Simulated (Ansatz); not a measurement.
# KCrF3: the cost of one run

Method: DFT r²SCAN+U (U_eff = 1 eV on Cr d), plane waves, PAW, in Ansatz 0.2.0.

**1. Starting point**

It takes space group I4/mcm (No. 140, tetragonal). Conventional cell: a = 6.052 Å, b = 6.052 Å, c = 8.022 Å, α = 90.00°, β = 90.00°, γ = 90.00°. Around K (site symmetry 422) lie 12 F at 2.94 to 3.03 Å. Cr (site symmetry mmm) is surrounded by 4 F at 1.99 to 2.01 Å. Around F (site symmetry -42m) lie 2 Cr at 2.01 Å. F (site symmetry m2m) is surrounded by 2 Cr at 1.99 to 2.29 Å and 4 K at 2.94 Å.

Structure file:

```xyz
10
Lattice="-3.0261 3.0261 4.0110 3.0261 -3.0261 4.0110 3.0261 3.0261 -4.0110" Properties=species:S:1:pos:R:3 pbc="T T T"
K     0.0000    0.0000    2.0055
K     0.0000    0.0000    6.0165
Cr    0.0000    3.0261    0.0000
Cr    3.0261    0.0000    0.0000
F     0.0000    3.0261    2.0055
F     3.0261    0.0000    2.0055
F     1.4041    4.4303    0.0000
F     1.6220    1.4041    0.0000
F     1.6220   -1.4041    4.0110
F     1.4041    1.6220    4.0110
```

Magnetic order typed: ferromagnetic.

An earlier series on this cell reached its lowest free state from «random orbitals: single harmonics, first filling», perhaps among other starts.

**2. Random orbitals: single harmonics, second filling**

input.yaml reads:

```yaml
crystal:
  lattice:
    - [-3.02614971, 3.02614971, 4.01097962]
    - [3.02614971, -3.02614971, 4.01097962]
    - [3.02614971, 3.02614971, -4.01097962]
  atoms:
    - { symbol: K, position: [0.25, 0.25, 0.0] }
    - { symbol: K, position: [0.75, 0.75, 0.0] }
    - { symbol: Cr, position: [0.5, 0.0, 0.5], spin: 0.3 }
    - { symbol: Cr, position: [0.0, 0.5, 0.5], spin: 0.3 }
    - { symbol: F, position: [0.75, 0.25, 0.5] }
    - { symbol: F, position: [0.25, 0.75, 0.5] }
    - { symbol: F, position: [0.732, 0.232, 0.964] }
    - { symbol: F, position: [0.232, 0.268, 0.5] }
    - { symbol: F, position: [0.268, 0.768, 0.036] }
    - { symbol: F, position: [0.768, 0.732, 0.5] }
basis:
  ecutwfc: 500
  ecutrho_ratio: 4
kpoints:
  mp_grid: { grid: [5, 5, 5] }
hamiltonian:
  xc: r2scan
  hubbard:
    sites:
      - { site: 2, l: d, u_eff: 1.0, starting_ns: [{ spin: up, occupation_matrix: s2up }, { spin: down, occupation_matrix: s2down }] }
      - { site: 3, l: d, u_eff: 1.0, starting_ns: [{ spin: up, occupation_matrix: s3up }, { spin: down, occupation_matrix: s3down }] }
    occupation_matrices:
      s2up:
        matrix:
          - [0.02, 0.0, 0.0, 0.0, 0.0]
          - [0.0, 0.97, 0.0, 0.0, 0.0]
          - [0.0, 0.0, 0.02, 0.0, 0.0]
          - [0.0, 0.0, 0.0, 0.02, 0.0]
          - [0.0, 0.0, 0.0, 0.0, 0.97]
      s2down:
        matrix:
          - [0.02, 0.0, 0.0, 0.0, 0.0]
          - [0.0, 0.02, 0.0, 0.0, 0.0]
          - [0.0, 0.0, 0.97, 0.0, 0.0]
          - [0.0, 0.0, 0.0, 0.02, 0.0]
          - [0.0, 0.0, 0.0, 0.0, 0.97]
      s3up:
        matrix:
          - [0.02, 0.0, 0.0, 0.0, 0.0]
          - [0.0, 0.02, 0.0, 0.0, 0.0]
          - [0.0, 0.0, 0.97, 0.0, 0.0]
          - [0.0, 0.0, 0.0, 0.02, 0.0]
          - [0.0, 0.0, 0.0, 0.0, 0.97]
      s3down:
        matrix:
          - [0.97, 0.0, 0.0, 0.0, 0.0]
          - [0.0, 0.02, 0.0, 0.0, 0.0]
          - [0.0, 0.0, 0.02, 0.0, 0.0]
          - [0.0, 0.0, 0.0, 0.02, 0.0]
          - [0.0, 0.0, 0.0, 0.0, 0.97]
    ns_hold: { iters: 12 }
scf:
  occupations: { method: gaussian, width: 0.05 }
  lower_state_search: "off"
  max_iter: 150
output:
  forces: true
  stress: true
  eigenvalues: true
  populations: true
  hubbard: { sites: [{ site: 2, l: d }, { site: 3, l: d }] }
magnetization:
  spin_polarized: true
```

The typed matrices put 0.97 on the chosen orbitals and 0.02 on the others, and are held for 12 cycles.

On the command line:

```
ansatz run input.yaml --threads 8 --pin off --max-ram 12288MiB --backend cpu --events-out ev --progress --plain --runs-dir out
```

**Question.** How long does this run take on 8 threads of Intel Xeon 6975P-C (Granite Rapids), shared host, and how much memory does it need?

About 28 s, with a peak of 1.7 GiB.
